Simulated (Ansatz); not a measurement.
Run this with the Python package of Ansatz (0.2.0) and show what comes out.

Input file `fe3ge.vasp`:
```text
Fe3Ge
1.0
   3.66050052    0.00000000    0.00000000
   0.00000000    3.66050052    0.00000000
   0.00000000    0.00000000    3.66050052
Fe Ge
3 1
Direct
   0.00000000    0.50000000    0.50000000
   0.50000000    0.50000000    0.00000000
   0.50000000    0.00000000    0.50000000
   0.00000000    0.00000000    0.00000000
```

`edit_fe3ge.py`:
```python
"""Editing single keys of the input for Fe3Ge."""

import ansatz as az
from ase.io import read
import pandas as pd

atoms = read("fe3ge.vasp", format="vasp")
fe3ge = az.Crystal.from_ase(atoms).moments(Fe=3.5)

job = (
    fe3ge.calculation()
    .occupations("fermi_dirac", width=0.1)
    .kpoints(4, 4, 4, center="gamma")
    .spin("collinear")
    .accuracy("low")
    .functional("r2scan")
    .band_table()
)
typed = job.input()
rows = []
for value in [0.0001, 1e-06, 1e-08]:
    edited = typed.set(az.key.scf.convergence.dr2_threshold, value)
    r = az.Session.from_dict(edited).plan().execute().report
    rows.append((value, r["free_energy_ev"], r["n_iterations"], len(r["eigenvalues_ev"][0]) if "eigenvalues_ev" in r else 0))
print(pd.DataFrame(rows, columns=["threshold eV", "F eV", "iterations", "bands listed"]).round(4).to_string(index=False))
```

Running `python edit_fe3ge.py` prints:
```text
DeckWarning: basis.ecutwfc = 500 eV, auto-derived from the records' recommended cutoffs: set by Fe (their level for a meta-GGA)
 threshold eV        F eV  iterations  bands listed
       0.0001 -17760.9334          12            44
       0.0000 -17760.9334          17            44
       0.0000 -17760.9334          20            44
```
(Warnings from the package without file and line, repeats left out.)

These settings explore the input space; cutoff and mesh may be short of convergence. The magnetic order follows from the starting moments and needn't be the lowest. For a metal this k-point mesh is coarse: on a finer one energies can move by several to tens of meV an atom and pressures by half a GPa or more, differences at one mesh by less. r2SCAN tends to overestimate the moments of itinerant magnets. This cell is a computed structure, which may not be the phase found in nature. Wall time of the script: 32 s on 1 thread of Arm Neoverse V2, with other jobs on the host, peak memory 0.57 GiB.
